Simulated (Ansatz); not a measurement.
Crystal: InAg.

```xyz
2
Lattice="3.4648 0.0000 0.0000 0.0000 3.4648 0.0000 0.0000 0.0000 3.4648" Properties=species:S:1:pos:R:3 pbc="T T T"
In    1.7324    1.7324    1.7324
Ag    0.0000    0.0000    0.0000
```

The cell comes from a database or a generator and needn't be the stable form of this composition.

| Property | Result |
| --- | --- |
| Program | Ansatz 0.2.0 |
| Task | relaxation of cell and atoms |
| Functional | RPBE |
| Potentials or basis | Ansatz PAW |
| Cutoff | 420 eV (not typed: the program's choice for these potentials) |
| k mesh | 8 × 8 × 8 |
| Occupations | fermi-dirac, width 0.05 eV |
| Spin | no spin polarisation |

At the start: volume 20.80 Å³/atom.

Task: How do energy, volume and symmetry change on relaxing?

Result: It ends after 5 steps and the volume is 22.70 Å³/atom (+9.2 %); space group Pm-3m (No. 221, to 0.05 Å).

The path:
| step | energy change (eV) | largest force (eV/Å) | volume (Å³) |
| --- | --- | --- | --- |
| 1 | 0.0000 | 0.0000 | 41.59 |
| 2 | -0.0491 | 0.0000 | 46.23 |
| 3 | -0.0512 | 0.0000 | 45.56 |
| 4 | -0.0513 | 0.0000 | 45.41 |
| 5 | -0.0525 | 0.0000 | 45.41 |

Final structure:
```
CELL_PARAMETERS angstrom
3.56760 0.00000 0.00000
0.00000 3.56760 0.00000
0.00000 0.00000 3.56760
ATOMIC_POSITIONS crystal
In 0.50000 0.50000 0.50000
Ag 0.00000 0.00000 0.00000
```

Caveat: the plane-wave basis is chosen anew once the cell has moved, so the energies of steps on either side of that aren't comparable; the PAW data sets come from PBE, with cores solved anew for the run's functional, which leaves a small shift of forces and pressure.
